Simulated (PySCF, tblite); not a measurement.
**C6H14O2Si: geometry, infrared bands and NMR shifts**

Aim: predict the infrared bands and NMR shifts of C6H14O2Si (`CCC1(CC)CO[SiH2]O1`).

Computed with tblite 0.8.0 and PySCF 2.14.0, with density-fitted response routines of our own, on a single molecule in the gas phase. Atoms count from 0, in the outputs and in this text.

### 1 The molecule as given

23 atoms, charge 0, multiplicity 1; geometry from: force field or distance geometry start.

Bonds of the start (Å): C0–C1 1.50, C1–C2 1.55, C2–C3 1.55, C3–C4 1.54, C2–C5 1.56, C5–O6 1.44, O6–Si7 1.68, Si7–O8 1.68, O8–C2 1.45, C0–H9 1.11, C0–H10 1.09, C0–H11 1.10, C1–H12 1.11, C1–H13 1.10, C3–H14 1.09, C3–H15 1.09, C4–H16 1.09, C4–H17 1.10, C4–H18 1.09, C5–H19 1.08, C5–H20 1.11, Si7–H21 1.48, Si7–H22 1.49.

### 2 Relaxing the molecule with GFN2-xTB

What the job is given:

```
{"job": {"kind": "relax", "xc": "GFN2-xTB", "basis": "xTB"}, "charge": 0, "multiplicity": 1}
C     -1.981400     1.251300     0.628800
C     -0.642700     0.757400     1.104400
C      0.276300     0.141600     0.022600
C     -0.376300    -1.071800    -0.696500
C     -0.730200    -2.231700     0.255000
C      0.673600     1.229600    -1.023000
O      1.959500     0.865400    -1.563000
Si     2.800100     0.070500    -0.340400
O      1.503500    -0.274300     0.669200
H     -2.538100     1.716500     1.463800
H     -1.884300     2.004100    -0.159300
H     -2.612300     0.434100     0.249400
H     -0.792600     0.027100     1.931700
H     -0.101600     1.585100     1.590900
H      0.312800    -1.469700    -1.438500
H     -1.278000    -0.771600    -1.221600
H     -1.514500    -1.944300     0.956200
H     -1.101000    -3.086600    -0.333200
H      0.143000    -2.564000     0.821000
H     -0.041600     1.317800    -1.830900
H      0.777900     2.228500    -0.554500
H      3.394900    -1.182100    -0.856400
H      3.748100     0.994000     0.334300
```

Launch:

```bash
> OMP_NUM_THREADS=1 python probes_run.py task.json out
```

One launch serves the whole session: the jobs run in the order shown.

**Question.** This job is followed by: GFN2-xTB harmonic vibrations, gas phase; GIAO PBE0/pcSseg-1 NMR shielding, non-relativistic, gas phase. What will the session give for the following? strongest single infrared mode (GFN2-xTB); zero-point energy (GFN2-xTB); 13C shifts against TMS (PBE0/pcSseg-1, means over atoms taken as alike); 1H shifts against TMS (PBE0/pcSseg-1, means over atoms taken as alike); 17O shifts against H2O (PBE0/pcSseg-1); 29Si shifts against TMS (PBE0/pcSseg-1).

**Answer**, as computed:

| quantity | value |
| --- | --- |
| strongest single infrared mode (GFN2-xTB) | 2323 cm⁻¹, 427 km/mol |
| zero-point energy (GFN2-xTB) | 120.6 kcal/mol |
| 13C shifts against TMS (PBE0/pcSseg-1, means over atoms taken as alike) | 81.6, 78.3, 33.4, 10.1 ppm |
| 1H shifts against TMS (PBE0/pcSseg-1, means over atoms taken as alike) | 5.05, 3.97, 1.89, 1.45, 0.96 ppm |
| 17O shifts against H2O (PBE0/pcSseg-1) | 76.3, 31.0 ppm |
| 29Si shifts against TMS (PBE0/pcSseg-1) | -5.1 ppm |

The optimisation took 39 steps and gained 0.251 eV; among the close pairs (by a distance rule), Si7–O8 changed most, from 1.679 to 1.632 Å. No mode is imaginary among the 63: a minimum at this level. The strongest single mode, at 2323 cm⁻¹, moves mainly H21 and H22. Unscaled tight-binding wavenumbers are off by several per cent, some by more. Its intensities can rank the bands wrongly. C2 (fully substituted sp3 carbon bonded to O) lies farthest downfield among carbon, at 81.6 ppm; deshielded by the electronegative neighbour. At PBE0/pcSseg-1: The largest span, 126 ppm, is at O6, where the paramagnetic term is -90 ppm.
